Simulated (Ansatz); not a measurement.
# SnSe2: a strain scan

Aim: for SnSe2, strain the cell along the Voigt pattern (0, 0, 1, 0, 0, 0).

The COD entry's cell or inner coordinates are ideal or old and differ from later refinements, so a difference from it is no clean test against experiment.

Method: DFT PBE, scalar-relativistic, plane waves, PAW, in Ansatz 0.2.0.

## (1) The starting structure

It takes space group P-3m1 (No. 164, trigonal). The conventional cell has a = 3.811 Å, b = 3.811 Å, c = 6.137 Å, α = 90.00°, β = 90.00°, γ = 120.00°. Sn (site symmetry -3m) has 6 Se at 2.68 Å in its first shell of neighbours. Around Se (site symmetry 3m) lie 3 Sn at 2.68 Å.

Structure file:

```
CELL_PARAMETERS angstrom
3.81100 0.00000 0.00000
-1.90550 3.30042 0.00000
0.00000 0.00000 6.13700
ATOMIC_POSITIONS crystal
Sn 0.00000 0.00000 0.00000
Se 0.33333 0.66667 0.25000
Se 0.66667 0.33333 0.75000
```

The cell is taken as given, not relaxed at this level.

## (2) The reference cell

The reference gives a free energy of -16963.2843 eV, pressure 5.27 GPa, largest force 0.721 eV/Å and gap on the mesh 0.71 eV. It was computed beforehand with the settings of the runs below.

## (3) Setting up a strain scan

The cell is strained by ε times the Voigt pattern (0, 0, 1, 0, 0, 0) (xx, yy, zz, yz, xz, xy; engineering shear), with fractional coordinates fixed (clamped ions). The stress on the pattern is the sum of the stress components weighted by it, tension positive.

## (4) At ε = -0.0400

Input file input.yaml:

```yaml
crystal:
  lattice:
    - [3.8109987816, 0.0, 0.0]
    - [-1.9054993908, 3.3004217586, 0.0]
    - [0.0, 0.0, 5.89152]
  atoms:
    - { symbol: Sn, position: [0.0, 0.0, 0.0] }
    - { symbol: Se, position: [0.3333333333, 0.6666666667, 0.25] }
    - { symbol: Se, position: [0.6666666667, 0.3333333333, 0.75] }
basis:
  ecutwfc: 420
kpoints:
  mp_grid: { grid: [12, 12, 6] }
hamiltonian:
  xc: pbe
scf:
  occupations: { method: gaussian, width: 0.05 }
output:
  forces: true
  stress: true
  eigenvalues: true
```

Command:

```
> ansatz run input.yaml --threads 1 --pin off --max-ram 2560MiB --backend cpu --events-out ev --progress --plain --runs-dir out
```

## (5) Point ε = 0.0300

input.yaml, as its differences from that of step 4:

```diff
@@ -4,3 +4,3 @@
     - [-1.9054993908, 3.3004217586, 0.0]
-    - [0.0, 0.0, 5.89152]
+    - [0.0, 0.0, 6.32111]
   atoms:
```

## (6) At ε = -0.0200

input.yaml, as its differences from that of step 5:

```diff
@@ -4,3 +4,3 @@
     - [-1.9054993908, 3.3004217586, 0.0]
-    - [0.0, 0.0, 6.32111]
+    - [0.0, 0.0, 6.01426]
   atoms:
```

## (7) At ε = 0.0100

input.yaml, as its differences from that of step 6:

```diff
@@ -4,3 +4,3 @@
     - [-1.9054993908, 3.3004217586, 0.0]
-    - [0.0, 0.0, 6.01426]
+    - [0.0, 0.0, 6.19837]
   atoms:
@@ -21 +21,5 @@
   eigenvalues: true
+  write_density: true
+  write_potential: true
+  elf: true
+  volumetric_format: npy
```

## (8) Point ε = 0.0400

input.yaml, as its differences from that of step 7:

```diff
@@ -4,3 +4,3 @@
     - [-1.9054993908, 3.3004217586, 0.0]
-    - [0.0, 0.0, 6.19837]
+    - [0.0, 0.0, 6.38248]
   atoms:
```

## (9) ε = -0.0300

input.yaml, as its differences from that of step 8:

```diff
@@ -4,3 +4,3 @@
     - [-1.9054993908, 3.3004217586, 0.0]
-    - [0.0, 0.0, 6.38248]
+    - [0.0, 0.0, 5.95289]
   atoms:
@@ -21,5 +21 @@
   eigenvalues: true
-  write_density: true
-  write_potential: true
-  elf: true
-  volumetric_format: npy
```

## (10) Point ε = 0.0200

input.yaml, as its differences from that of step 9:

```diff
@@ -4,3 +4,3 @@
     - [-1.9054993908, 3.3004217586, 0.0]
-    - [0.0, 0.0, 5.95289]
+    - [0.0, 0.0, 6.25974]
   atoms:
@@ -21 +21,5 @@
   eigenvalues: true
+  write_density: true
+  write_potential: true
+  elf: true
+  volumetric_format: npy
```

## (11) ε = -0.0100

input.yaml, as its differences from that of step 10:

```diff
@@ -4,3 +4,3 @@
     - [-1.9054993908, 3.3004217586, 0.0]
-    - [0.0, 0.0, 6.25974]
+    - [0.0, 0.0, 6.07563]
   atoms:
@@ -21,5 +21 @@
   eigenvalues: true
-  write_density: true
-  write_potential: true
-  elf: true
-  volumetric_format: npy
```

## (12) Point ε = 0.0350

input.yaml, as its differences from that of step 11:

```diff
@@ -4,3 +4,3 @@
     - [-1.9054993908, 3.3004217586, 0.0]
-    - [0.0, 0.0, 6.07563]
+    - [0.0, 0.0, 6.351795]
   atoms:
```

(Steps that only read results are left out.)

Q: Predict the outcome of this session. Wanted: slope of the stress at ε = 0, over ±0.0100.

The runs gave:

```
                                  quantity    value
slope of the stress at ε = 0, over ±0.0100  114 GPa
```

What this shows: From the stress slope, C33 is about 114 GPa with the ions clamped; letting the atoms relax could not make it stiffer. The reference stands under 5.3 GPa, so this is no zero-stress constant. The undisturbed cell is not the lowest point: the energy is 25.4 meV/atom lower at ε = 0.0400; the cell was taken as given and not relaxed at this level. Compression costs more than tension: 54.7 against -25.4 meV/atom at the ends. The gap on the mesh stays between 0.54 and 0.73 eV. Layers here are held mostly by dispersion, which this level lacks, so their spacing and the stiffness across them are unreliable there.

Spin-orbit coupling is left out, though the cell holds Sn; it can move the gap.
